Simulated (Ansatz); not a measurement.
Run this with Ansatz's Python interface and show what comes out.

The script, `run_deck.py`:
```python
"""Run AlBH4O2S from an input written out key by key."""

import ansatz as az

DECK = """
crystal:
  periodic: [false, false, false]
  atoms:
    - { symbol: O, position_ang: [-0.8766, 1.0017, 1.4476] }
    - { symbol: B, position_ang: [-0.3059, 1.0051, 0.1147] }
    - { symbol: O, position_ang: [0.8748, 1.7855, -0.1579] }
    - { symbol: S, position_ang: [-1.001, -0.0091, -1.2634] }
    - { symbol: Al, position_ang: [0.1272, -1.866, -0.7102] }
    - { symbol: H, position_ang: [-1.5637, 1.818, 1.3876] }
    - { symbol: H, position_ang: [1.6787, 1.1724, 0.084] }
    - { symbol: H, position_ang: [1.605, -2.0821, -1.3432] }
    - { symbol: H, position_ang: [-0.45, -2.8717, 0.4237] }
basis:
  gaussian: { orbitals: def2-SVP }
hamiltonian:
  xc: b3lyp
"""

session = az.Session.from_yaml(DECK)
report = session.plan(threads=1).execute().report

for key in ("converged", "free_energy_ev", "reference_energy_ev", "n_frozen", "n_occupied", "n_virtual"):
    print(f"{key:22s} {report[key]}")
symbols = ["O", "B", "O", "S", "Al", "H", "H", "H", "H"]
```

```console
$ python run_deck.py
converged              True
free_energy_ev         -22262.30598295262
reference_energy_ev    -22262.30598295262
n_frozen               0
n_occupied             [27, 27]
n_virtual              [71, 71]
```

What to keep in mind:
- Total energies depend on the basis set; only differences at equal settings carry meaning.
- The geometry is a force-field or estimated start, not a minimum of this method, and the basis set is short of its limit.
- b3lyp holds the VWN-RPA fit, as in Gaussian; the form of ORCA and Turbomole is b3lyp5.
- Run time: 3.3 s on 1 thread of Arm Neoverse V2, with other jobs on the host, peak memory 0.23 GiB.

(Lines on the test bed's own set-up are left out of the output.)
